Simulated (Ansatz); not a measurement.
# C₂H₈B₂Cl₂: a ladder of functionals and wavefunction methods

The task here is to estimate one member of a computed series from the others.

Program: Ansatz 0.2.0, Gaussian basis. Level of theory: functionals in def2-TZVPP, the program's frozen cores in correlated methods. These are calculated values, not measurements.

Plan: LDA (SPW92), PBE-D4, revPBE-D4, BLYP-D4, r2SCAN-D4, B97M-V, PBE0-D4, B3LYP-D4, r2SCANh-D4, r2SCAN0-D4, HSE06-D4, BHLYP-D4, CAM-B3LYP-D4, LC-ωPBE, ωB97X-V, ωB97M-V, B2PLYP, PBE-QIDH; CCSD(T)/def2-SVP; CCSD(T)/def2-TZVPP; MP2/def2-QZVPP; extrapolation to the limit; RPA on PBE.

### Structure used throughout

The geometry comes from an earlier relaxation with PBE0-D4 in a triple-zeta def2 set; it is a stationary point, not always the lowest conformer.

14 atoms, charge 0, spin multiplicity 1.

Atoms are counted from 1 here; the program's logs count them from 0.

Bond lengths: C1–B2 1.563 Å, C1–H7 1.095 Å, C1–H8 1.095 Å, C1–H9 1.092 Å, B2–Cl3 1.977 Å, B2–Cl6 1.977 Å, B2–H10 1.192 Å, Cl3–B4 1.977 Å, B4–C5 1.563 Å, B4–Cl6 1.977 Å, B4–H11 1.192 Å, C5–H12 1.092 Å, C5–H13 1.095 Å, C5–H14 1.095 Å. Angles: B2–C1–H7 110.0°, B2–C1–H8 110.0°, B2–C1–H9 113.4°, H7–C1–H8 107.0°, H7–C1–H9 108.1°, H8–C1–H9 108.1°, C1–B2–Cl3 112.0°, C1–B2–Cl6 112.0°, C1–B2–H10 122.9°, Cl3–B2–Cl6 93.8°, Cl3–B2–H10 106.0°, Cl6–B2–H10 106.0°, B2–Cl3–B4 83.1°, Cl3–B4–C5 112.0°, Cl3–B4–Cl6 93.8°, Cl3–B4–H11 106.0°, C5–B4–Cl6 112.0°, C5–B4–H11 122.9° and more.

The first run:

Input file in.yaml:

```yaml
crystal:
  periodic: [false, false, false]
  atoms:
    - {symbol: C, position_ang: [-1.810942, 1.591840, -0.663705]}
    - {symbol: B, position_ang: [-1.022065, 0.888903, 0.488076]}
    - {symbol: Cl, position_ang: [0.932983, 1.099178, 0.281783]}
    - {symbol: B, position_ang: [0.944112, -0.833699, 0.697557]}
    - {symbol: C, position_ang: [1.872500, -1.635278, -0.271262]}
    - {symbol: Cl, position_ang: [-0.968334, -1.073956, 0.257428]}
    - {symbol: H, position_ang: [-2.876783, 1.354308, -0.586502]}
    - {symbol: H, position_ang: [-1.718220, 2.678728, -0.571668]}
    - {symbol: H, position_ang: [-1.470349, 1.305071, -1.660939]}
    - {symbol: H, position_ang: [-1.253914, 1.078589, 1.641606]}
    - {symbol: H, position_ang: [1.021592, -0.915016, 1.884044]}
    - {symbol: H, position_ang: [1.667165, -1.443742, -1.326661]}
    - {symbol: H, position_ang: [2.920529, -1.385355, -0.077438]}
    - {symbol: H, position_ang: [1.761735, -2.709572, -0.092309]}
basis:
  gaussian: {orbitals: def2-TZVPP}
hamiltonian: {xc: lda}
output: {orbitals: {seedname: orbitals}}
```

Run with:

```sh
> ansatz run in.yaml --threads 4 --pin off --events-out ev --progress --plain --max-ram 11315MiB
```

Among the steps run: LDA; PBE-D4 (GGA); revPBE-D4 (GGA); BLYP-D4 (GGA); r2SCAN-D4 (meta-GGA); B97M-V (meta-GGA); PBE0-D4 (hybrid); B3LYP-D4 (hybrid); r2SCANh-D4 (hybrid); r2SCAN0-D4 (hybrid); HSE06-D4 (hybrid); BHLYP-D4 (hybrid); CAM-B3LYP-D4 (range-separated); LC-ωPBE (range-separated); ωB97X-V (range-separated); ωB97M-V (range-separated); B2PLYP (double hybrid); PBE-QIDH (double hybrid).

One table of the session follows, with a row left open; its other results are not shown here.

It belongs to the step «Orbital energies across the functionals». 

| functional | HOMO (eV) | gap (eV) |
| --- | --- | --- |
| LDA (SPW92) | -7.01 | 5.63 |
| PBE-D4 | -6.94 | 5.78 |
| revPBE-D4 | -6.90 | 5.84 |
| BLYP-D4 | -6.86 | 5.84 |
| r2SCAN-D4 | -7.25 | 6.41 |
| B97M-V | -7.38 | 6.53 |
| PBE0-D4 | -8.31 | 8.16 |
| B3LYP-D4 | -8.12 | 7.73 |
| r2SCANh-D4 | ? | ? |
| r2SCAN0-D4 | -8.51 | 8.55 |
| HSE06-D4 | -7.90 | 7.37 |
| BHLYP-D4 | -9.63 | 10.52 |
| CAM-B3LYP-D4 | -9.74 | 10.67 |
| LC-ωPBE | -11.08 | 13.22 |
| ωB97X-V | -10.75 | 12.76 |
| ωB97M-V | -10.60 | 12.36 |

**Question.** Estimate the row for r2SCANh-D4.

Worked estimate for «HOMO (eV)». Against the share of exact exchange, r2SCAN-D4 (0, -7.25), r2SCAN0-D4 (0.25, -8.51) give a slope of -5.04 per unit share; at 0.1 the line stands at -7.75.

**Answer.** HOMO (eV): -7.75; gap (eV): 7.27. In «HOMO (eV)» the line misses by 0.00.
